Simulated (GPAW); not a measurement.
# OSn (tin(ii) oxide): TD-PBE/real-space grid (scalar-relativistic datasets, random start yes, restrict set)

We compute the excited states of OSn (tin(ii) oxide). The job is set up through an ASE script.

The calculation is run with GPAW 26.7.0.

### Step 1. The system as given

OSn: 2 atoms, total charge 0, spin state singlet. As SMILES, `[O]=[Sn]`. The shape comes from GFN2-xTB, which is rough for such elements, and wasn't checked as a minimum.

Bond lengths: O1–Sn2 1.804 Å.

### Step 2. The excited states at TD-PBE/real-space grid (scalar-relativistic datasets, random start yes, restrict set)

Input file run_lr.py:

```python
import numpy as np
from ase import Atoms
from ase.units import Bohr, Hartree
from gpaw import GPAW
from gpaw.lrtddft import LrTDDFT

# Geometry
positions_bohr = np.array(
              [[  0.000000,   0.000000,   0.000000],
               [  0.000000,   0.000000,   3.408272]])
system = Atoms("OSn", positions=positions_bohr * Bohr)
system.set_cell([12.0, 12.0, 12.0])
system.center()

# DFT calculator
calc = GPAW(mode="fd",
            h=0.2,
            xc="PBE",
            nbands=21,
            eigensolver="cg",
            convergence={"bands": 18},
            maxiter=60,
            symmetry="off",
            random=True,
            legacy_gpaw=True,
            txt="-")
system.calc = calc
system.get_potential_energy()

# Linear-response TDDFT
lr = LrTDDFT(calc, restrict={"jend": 17, "istart": 7}, txt="lr.txt")
lr.diagonalize()
energies = [x.get_energy() * Hartree for x in lr][:6]
strengths = [x.get_oscillator_strength()[0] for x in lr][:6]
for n, (e, f) in enumerate(zip(energies, strengths), 1):
    print(f'{n:3d} {e:8.3f} eV  f = {f:.4f}')
lr.analyse(range(4))
```

The run is started by

```bash
$ python run_lr.py > run_lr.log
```

Q: Predict the results. Wanted: energy as printed; dipole moment; HOMO energy; LUMO energy; HOMO–LUMO gap; lowest singlet excitation energy.

Computed results:

At TD-PBE/real-space grid (scalar-relativistic datasets, random start yes, restrict set):

| quantity | value |
| --- | --- |
| energy as printed (from the program's reference atoms) | -9.4068 eV |
| dipole moment (of the density that the program reports) | 3.94 D |
| HOMO energy (PBE Kohn–Sham orbitals) | -6.46 eV |
| LUMO energy (PBE Kohn–Sham orbitals) | -2.99 eV |
| HOMO–LUMO gap (PBE Kohn–Sham orbitals) | 3.47 eV |
| lowest singlet excitation energy | 3.79 eV |

In words: The brightest of the 6 transitions from the ground state lies at 3.97 eV (312 nm, f = 0.122, degenerate roots summed); the lowest, at 3.79 eV, has f = 0.000.
